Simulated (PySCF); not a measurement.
# C3H11AsSi2: the cost of one run

Programs: PySCF 2.14.0, with routines of our own; each step states its level. All values are computed. Atoms count from 0.

1 further run of the same task is left out (for a known fault of the program).

## Step 1: The starting structure

17 atoms, charge 0, multiplicity 1; geometry from: GFN2-xTB.

## Step 2: Geometry optimisation at PBE0-D3(BJ)/def2-SVP

The job: settings as JSON, then the geometry in Å.

```
{"job": {"xc": "PBE0", "basis": "def2-SVP", "d3": "d3bj", "grid": 1, "kind": "geom"}, "charge": 0, "multiplicity": 1}
As     2.033150    -1.408435     0.803869
Si     1.584734     0.811272     0.273753
C     -0.310271     0.921388     0.104090
C     -0.893658    -0.088229    -0.914486
Si    -2.036988    -0.846562     0.412764
C     -1.048577     0.465207     1.386053
H      3.491812    -1.133398     1.013938
H      2.330750    -1.770140    -0.621641
H      2.000854     1.716980     1.360906
H      2.201538     1.317870    -0.965856
H     -0.612186     1.936020    -0.160263
H     -0.141617    -0.777976    -1.308043
H     -1.367031     0.387365    -1.771449
H     -3.470765    -0.589335     0.260294
H     -1.784013    -2.248564     0.758503
H     -0.372610     0.054877     2.141972
H     -1.612119     1.263689     1.865149
```

The run is started by

```sh
$ OMP_NUM_THREADS=1 python excited_run.py task.json out
```

The driver reads the jobs from task.json and runs them one after another.

**Question.** How long does this first job take on 1 thread of Arm Neoverse V1, shared host, and how much memory does it need?

About 5.2 min, with a peak of 0.73 GiB.
